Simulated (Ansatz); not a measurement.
**FH₄MoN₃: up Jacob's ladder to CCSD(T)**

The task here is to estimate one member of a computed series from the others.

Computed with Ansatz 0.2.0, Gaussian basis. Level: functionals in def2-TZVPP, the program's frozen cores in correlated methods.

Plan: LDA (SPW92), PBE-D4, revPBE-D4, BLYP-D4, r2SCAN-D4, B97M-V, PBE0-D4, B3LYP-D4, r2SCANh-D4, r2SCAN0-D4, HSE06-D4, BHLYP-D4, CAM-B3LYP-D4, LC-ωPBE, ωB97X-V, ωB97M-V, B2PLYP, PBE-QIDH; CCSD(T)/def2-SVP; CCSD(T)/def2-TZVPP; MP2/def2-QZVPP; extrapolation to the limit; RPA on PBE.

1 further run of the same task is left out (for a known fault of the program).

## The relaxed structure

An earlier PBE0-D4 in a triple-zeta def2 set relaxation fixed the geometry. Mo takes the def2 core potential; no spin-orbit term is included.

SMILES `[NH]=[Mo](=[NH])([NH2])[F]`, 9 atoms, charge 0, spin multiplicity 1.

Atoms are counted from 1 here; the program's logs count them from 0.

Bond lengths: N1–Mo2 1.724 Å, N1–H6 1.011 Å, Mo2–N3 1.724 Å, Mo2–N4 1.929 Å, Mo2–F5 1.871 Å, N3–H7 1.011 Å, N4–H8 1.008 Å, N4–H9 1.008 Å. Angles: Mo2–N1–H6 154.9°, N1–Mo2–N3 112.0°, N1–Mo2–N4 106.7°, N1–Mo2–F5 109.5°, N3–Mo2–N4 106.7°, N3–Mo2–F5 109.5°, N4–Mo2–F5 112.5°, Mo2–N3–H7 154.9°, Mo2–N4–H8 122.8°, Mo2–N4–H9 122.8°, H8–N4–H9 111.5°.

Set-up of the first run:

Input file in.yaml:

```yaml
crystal:
  periodic: [false, false, false]
  atoms:
    - {symbol: N, position_ang: [-0.521393, 1.638744, -0.001762]}
    - {symbol: Mo, position_ang: [-0.020179, 0.071335, -0.515719]}
    - {symbol: N, position_ang: [1.687403, -0.131840, -0.392634]}
    - {symbol: N, position_ang: [-0.817352, -1.193806, 0.703468]}
    - {symbol: F, position_ang: [-0.556775, -0.206671, -2.286894]}
    - {symbol: H, position_ang: [-0.378273, 2.579615, 0.337954]}
    - {symbol: H, position_ang: [2.632261, 0.166813, -0.194663]}
    - {symbol: H, position_ang: [-0.324594, -2.001589, 1.052089]}
    - {symbol: H, position_ang: [-1.612597, -0.968902, 1.281261]}
basis:
  gaussian: {orbitals: def2-TZVPP}
hamiltonian: {xc: lda}
output: {orbitals: {seedname: orbitals}}
```

Run with:

```sh
$ ansatz run in.yaml --threads 4 --pin off --events-out ev --progress --plain --max-ram 10444MiB
```

Among the steps run: LDA; PBE-D4 (GGA); revPBE-D4 (GGA); BLYP-D4 (GGA); r2SCAN-D4 (meta-GGA); B97M-V (meta-GGA); PBE0-D4 (hybrid); B3LYP-D4 (hybrid); r2SCANh-D4 (hybrid); r2SCAN0-D4 (hybrid); HSE06-D4 (hybrid); BHLYP-D4 (hybrid); CAM-B3LYP-D4 (range-separated); LC-ωPBE (range-separated); ωB97X-V (range-separated); ωB97M-V (range-separated); B2PLYP (double hybrid); PBE-QIDH (double hybrid).

One of the session's tables, all rows but one given; the rest of the session is left out.

It belongs to the step «Orbital energies across the functionals». 

| functional | HOMO (eV) | gap (eV) |
| --- | --- | --- |
| LDA (SPW92) | -6.61 | 4.35 |
| PBE-D4 | -6.39 | 4.34 |
| revPBE-D4 | -6.31 | 4.34 |
| BLYP-D4 | -6.27 | 4.30 |
| r2SCAN-D4 | ? | ? |
| B97M-V | -6.70 | 4.75 |
| PBE0-D4 | -7.70 | 6.41 |
| B3LYP-D4 | -7.48 | 5.95 |
| r2SCANh-D4 | -7.16 | 5.45 |
| r2SCAN0-D4 | -7.91 | 6.64 |
| HSE06-D4 | -7.30 | 5.63 |
| BHLYP-D4 | -8.91 | 8.50 |
| CAM-B3LYP-D4 | -9.07 | 8.83 |
| LC-ωPBE | -10.40 | 11.30 |
| ωB97X-V | -10.03 | 10.87 |
| ωB97M-V | -9.95 | 10.72 |

Estimate the missing values for r2SCAN-D4.

Worked estimate for «HOMO (eV)». Against the share of exact exchange, r2SCANh-D4 (0.1, -7.16), r2SCAN0-D4 (0.25, -7.91) give a slope of -5.00 per unit share; at 0 the line stands at -6.66.

The run gave: HOMO (eV): -6.67; gap (eV): 4.67. In «HOMO (eV)» the line misses by +0.01.
